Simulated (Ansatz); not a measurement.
A run of Ansatz 0.2.0 is set up as follows.

The input input.yaml:

```yaml
crystal:
  lattice:
    - [4.1468204634, 0.0, 0.0]
    - [-2.0734102317, 3.5912518662, 0.0]
    - [0.0, 0.0, 4.576229]
  atoms:
    - { symbol: I, position: [0.6666666667, 0.3333333333, 0.0] }
    - { symbol: Ca, position: [0.0, 0.0, 0.5] }
hamiltonian:
  xc: pbesol
  pseudopotentials: { kind: paw }
kpoints:
  mp_grid: { grid: [7, 7, 6] }
scf:
  occupations: { method: fermi_dirac, width: 0.05 }
output:
  forces: true
  stress: true
  eigenvalues: true
  write_density: true
  write_potential: true
  elf: true
  volumetric_format: npy
relax:
  f_tol: 0.01
  max_steps: 40
  cell: { stress_tol: 0.05, p_target: 10.0 }
```

Potentials or basis: Ansatz PAW.

Command:

```sh
$ ansatz run input.yaml --threads 2 --pin off --max-ram 5632MiB --backend cpu --events-out ev --progress --plain --runs-dir out
```

(1) What does it give for the relaxed cell?

(2) Predict the band gap on the k mesh.

(3) Estimate the space group after relaxing (to 0.05 Å).

Answers

(1) a = 3.766 Å, b = 3.766 Å, c = 4.149 Å, α = 90.00°, β = 90.00°, γ = 120.00°.

(2) none (metal or under the smearing width).

(3) P-6m2 (No. 187).

Caveat: an odd number of electrons without spin polarisation forces a metal; a magnetic or distorted state may lie lower.
